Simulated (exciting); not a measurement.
A run of exciting (release sodium) is set up as follows.

Contents of input.xml:

```xml
<input>
  <title>HfGe</title>
  <structure speciespath="./" tshift="false">
    <crystal scale="1">
      <basevect>6.084286952769 0.000000000000 0.000000000000</basevect>
      <basevect>0.000000000000 6.084286952769 0.000000000000</basevect>
      <basevect>0.000000000000 0.000000000000 7.763803155826</basevect>
    </crystal>
    <species speciesfile="Hf.xml" rmt="2.22">
      <atom coord="0.500000000000 0.500000000000 0.000000000000"/>
    </species>
    <species speciesfile="Ge.xml" rmt="1.93">
      <atom coord="0.000000000000 0.000000000000 0.000000000000"/>
    </species>
  </structure>
  <groundstate do="fromscratch" ngridk="8 8 7" rgkmax="9" gmaxvr="14" lmaxapw="10" lmaxmat="10" lmaxvr="8" xctype="GGA_PBE_SOL" stype="Fermi Dirac" swidth="0.00183747" nempty="14" ValenceRelativity="iora*" epsengy="1e-05" epspot="1e-05" maxscl="60" tforce="true" outputlevel="normal"/>
</input>
```

Potentials or basis: all-electron LAPW+lo, shipped species files, valence relativity iora*.

Launch:

```bash
$ OMP_NUM_THREADS=1 exciting_smp
```

(1) Predict the band gap on the k mesh.

Results:

(1) none (metal or under the smearing width).
